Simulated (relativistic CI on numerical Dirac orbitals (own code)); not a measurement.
# Tc⁶⁺: L2,3 absorption multiplets

Wanted: the shape of the L2,3 absorption spectrum of Tc⁶⁺ in 5 surroundings, from the same atomic integrals.

Method: Dirac-Coulomb-Breit CI, KLI orbitals optimised for each configuration, model QED (radiative potential, 1s self-energy scaled to tabulated hydrogen-like ionisation energies), valence Slater integrals scaled by 0.9, multiplet model of core-to-valence dipole absorption. Code: relativistic CI on numerical Dirac orbitals (own code) version 1.

## 1. What is computed

* ion: Tc⁶⁺ (Tc VII)
* nuclear charge: 43
* electrons: 37
* configurations: [Kr] 4d → [He] 2s2 2p5 3s2 3p6 3d10 4s2 4p6 4d2
* magnetising field for the dichroism, Lz and Sz: exchange field 10 meV on Sz; these come from the lowest magnetised state alone (0 K)
* temperature of the isotropic spectrum: 300 K
* widths: Lorentz 1.6 eV, Gauss 0.5 eV
* surrounding 1: free ion
* surrounding 2: D4h, 10Dq = 29500, Ds = 1880, Dt = 620 cm⁻¹
* surrounding 3: Oh, 10Dq = 13950 cm⁻¹
* surrounding 4: Oh, 10Dq = 26200 cm⁻¹
* surrounding 5: D3d, 10Dq = 42200, Dsigma = 440, Dtau = 430 cm⁻¹

## 2. Surrounding 1: free ion

Input settings:

```ini
atom Tc  Z=43  charge=6  electrons=37
nucleus A=97  rms_radius_fm=4.4112
hamiltonian dirac-coulomb  breit=on  qed=on  c_scale=1
orbitals kli  potential=per-configuration
slater_scale 0.9
correlation none
mixing on
configurations
  [Kr] 4d
  [He] 2s2 2p5 3s2 3p6 3d10 4s2 4p6 4d2
end
absorption L2,3 T=300 lorentz=1.6 gauss=0.5
crystal_field free
```

## 3. Surrounding 2: D4h, 10Dq = 29500, Ds = 1880, Dt = 620

The settings differ from step 2 so:

```diff
@@ -12,2 +12,2 @@
 absorption L2,3 T=300 lorentz=1.6 gauss=0.5
-crystal_field free
+crystal_field D4h 10Dq=29500 Ds=1880 Dt=620
```

## 4. Surrounding 3: Oh, 10Dq = 13950

The settings differ from step 3 so:

```diff
@@ -12,2 +12,2 @@
 absorption L2,3 T=300 lorentz=1.6 gauss=0.5
-crystal_field D4h 10Dq=29500 Ds=1880 Dt=620
+crystal_field Oh 10Dq=13950
```

## 5. Surrounding 4: Oh, 10Dq = 26200

The settings differ from step 4 so:

```diff
@@ -12,2 +12,2 @@
 absorption L2,3 T=300 lorentz=1.6 gauss=0.5
-crystal_field Oh 10Dq=13950
+crystal_field Oh 10Dq=26200
```

## 6. Surrounding 5: D3d, 10Dq = 42200, Dsigma = 440, Dtau = 430

The settings differ from step 5 so:

```diff
@@ -12,2 +12,2 @@
 absorption L2,3 T=300 lorentz=1.6 gauss=0.5
-crystal_field Oh 10Dq=26200
+crystal_field D3d 10Dq=42200 Dsigma=440 Dtau=430
```

(Steps that only read results are left out.)

Before running it: what results should come out? Wanted: highest peak, first run; ground spin; share of the lower edge; core spin-orbit splitting.

**Answer**, as computed:

| surrounding | ground S | Lz (0 K) | Sz (0 K) | centroid (eV) | share of the lower edge | up to four highest peaks (% of the highest), eV |
| --- | --- | --- | --- | --- | --- | --- |
| 1: free | 0.50 | 1.81 | -0.31 | 2722.91 | 0.733 | 2692.5 (100), 2806.8 (27), 2807.8 (27) |
| 2: D4h | 0.50 | 0.99 | -0.49 | 2726.53 | 0.703 | 2690.5 (59), 2693.5 (100), 2805.5 (31), 2809.8 (31) |
| 3: Oh | 0.50 | 0.99 | -0.49 | 2726.09 | 0.706 | 2692.8 (100), 2806.0 (27), 2807.5 (34) |
| 4: Oh | 0.50 | 1.00 | -0.50 | 2726.63 | 0.702 | 2690.5 (57), 2693.8 (100), 2805.5 (30), 2810.0 (30) |
| 5: D3d | 0.50 | 0.02 | -0.47 | 2728.19 | 0.689 | 2689.5 (79), 2695.0 (100), 2804.8 (39), 2806.0 (35) |

| quantity | value |
| --- | --- |
| highest peak, first run | 2692.5 eV |
| ground spin (effective S from ⟨S²⟩) | 0.50 |
| share of the lower edge | 0.689 to 0.733 |
| core spin-orbit splitting (without Breit) | 120.51 eV |

What this shows: The lower edge takes 0.73 of the intensity in surrounding 1, above the statistical 0.67. The position of the maximum differs by up to 2.5 eV between the surroundings, by shifts of peaks or by peaks exchanging rank. Edge positions are free-ion values and differ from those in solids by a few eV or more.
